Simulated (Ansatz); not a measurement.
# CH5OSSi: the cost of one run

All numbers below are computed with Ansatz 0.2.0 (RKS PBE0-D4/STO-3G).

## (1) The starting structure

Bond lengths: Si1–O2 1.564 Å, O2–C3 1.420 Å, C3–S4 1.812 Å, Si1–H5 1.444 Å, Si1–H6 1.452 Å, C3–H7 1.090 Å, C3–H8 1.093 Å, S4–H9 1.334 Å. Angles: Si1–O2–C3 142.2°, O2–Si1–H5 105.5°, O2–Si1–H6 123.2°, H5–Si1–H6 131.3°, O2–C3–S4 111.0°, O2–C3–H7 108.2°, O2–C3–H8 107.5°, S4–C3–H7 111.7°, S4–C3–H8 108.0°, H7–C3–H8 110.3°, C3–S4–H9 97.6°.

Structure file:

```xyz
9

Si    0.0037    1.4676   -0.9873
O     0.2107   -0.0704   -0.7917
C     0.3272   -1.0690    0.2118
S    -0.0812   -0.3981    1.8448
H     0.1569    1.7003   -2.4040
H    -0.2855    2.3762    0.1078
H    -0.3242   -1.9008   -0.0575
H     1.3700   -1.3947    0.2324
H    -1.3776   -0.7112    1.8439
```

## (2) Preparing the start

The input, input.yaml:

```yaml
crystal:
  periodic: [false, false, false]
  atoms:
    - { symbol: Si, position_ang: [0.0037, 1.46759, -0.9873] }
    - { symbol: O, position_ang: [0.21071, -0.07044, -0.79173] }
    - { symbol: C, position_ang: [0.32716, -1.06899, 0.21178] }
    - { symbol: S, position_ang: [-0.08122, -0.39806, 1.8448] }
    - { symbol: H, position_ang: [0.15691, 1.7003, -2.40405] }
    - { symbol: H, position_ang: [-0.2855, 2.37623, 0.10777] }
    - { symbol: H, position_ang: [-0.32417, -1.90076, -0.05753] }
    - { symbol: H, position_ang: [1.37002, -1.39471, 0.2324] }
    - { symbol: H, position_ang: [-1.37761, -0.71117, 1.84386] }
total_charge: 1
basis:
  gaussian: { orbitals: STO-3G }
hamiltonian:
  xc: pbe0
  dispersion: d4
relax:
  f_tol: 0.02
  max_steps: 40
scf:
  lower_state_search: "off"
output:
  orbitals: {}
```

Started as:

```sh
ansatz run input.yaml --threads 1 --pin off --max-ram 2048MiB --backend cpu --events-out ev --progress --plain --runs-dir out
```

**Question.** How long does this run take on 1 thread of an x86-64 CPU, shared host, and how much memory does it need?

About 49 s, with a peak of 0.16 GiB.
